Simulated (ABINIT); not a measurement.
HfB:

```xyz
2
Lattice="0.0000 2.3100 2.3100 2.3100 0.0000 2.3100 2.3100 2.3100 0.0000" Properties=species:S:1:pos:R:3 pbc="T T T"
Hf    2.3100    2.3100    2.3100
B     0.0000    0.0000    0.0000
```

Base run:

| Item | Value |
| --- | --- |
| Program | ABINIT 10.8.3 (patched build) |
| Functional | PBE |
| Potentials or basis | JTH PAW PBE v2.0 |
| Cutoff | 517 eV |
| k mesh | 10 × 10 × 10 |
| Occupations | fermi-dirac, width 0.05 eV |
| Spin | spin-orbit coupling, no magnetisation |

Its results: band gap on the k mesh none (metal or under the smearing width); pressure 30.2 GPa.

Question: The run is repeated on the same cell with these changes: spin from spin-orbit coupling, no magnetisation to no spin polarisation. What comes out?

Answer: Band gap on the k mesh none (metal or under the smearing width); pressure 30.8 GPa.

Caveats: a pressure of tens of GPa on the cell as given is suspect, and the run, the potentials or the cell itself is likely at fault; spin-orbit coupling is left out, which moves the levels of the heavy elements (some runs).
